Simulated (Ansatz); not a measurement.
Write the native input for Ansatz 0.2.0 that does the following.

- Task: single point
- Functional: PBEsol
- Potentials or basis: Ansatz PAW
- Cutoff: 420 eV (not typed: the program's choice for these potentials)
- k mesh: 7 × 7 × 7
- Occupations: fermi-dirac, width 0.05 eV
- Spin: no spin polarisation

The system is GaGe3.

```
Ge Ga
1.0
     0.00000    3.38717    3.38717
     3.38717    0.00000    3.38717
     3.38717    3.38717    0.00000
Ge Ga
3 1
Direct
  0.50000 0.50000 0.50000
  0.75000 0.75000 0.75000
  0.25000 0.25000 0.25000
  0.00000 0.00000 0.00000
```

The cell comes from a database or a generator and needn't be the stable form of this composition.

One way to write it, as run:

input.yaml

```yaml
crystal:
  lattice:
    - [0.0, 3.387167, 3.387167]
    - [3.387167, 0.0, 3.387167]
    - [3.387167, 3.387167, 0.0]
  atoms:
    - { symbol: Ge, position: [0.5, 0.5, 0.5] }
    - { symbol: Ge, position: [0.75, 0.75, 0.75] }
    - { symbol: Ge, position: [0.25, 0.25, 0.25] }
    - { symbol: Ga, position: [0.0, 0.0, 0.0] }
hamiltonian:
  xc: pbesol
  pseudopotentials: { kind: paw }
kpoints:
  mp_grid: { grid: [7, 7, 7] }
scf:
  occupations: { method: fermi_dirac, width: 0.05 }
output:
  forces: true
  stress: true
  eigenvalues: true
```

Potentials or basis: Ansatz PAW.

Command:

```console
$ ansatz run input.yaml --threads 2 --pin off --max-ram 5632MiB --backend cpu --events-out ev --progress --plain --runs-dir out
```

It gave:

```
Pressure               : -3.9 GPa
Band gap on the k mesh : none (metal or under the smearing width)
```

Caveat: the PAW data sets come from PBE, with cores solved anew for the run's functional, which leaves a small shift of forces and pressure.

It took 2.9 s on 2 threads of AMD EPYC 7R43 64-Core Processor (Zen 3), on a shared host, peak memory 0.44 GiB.
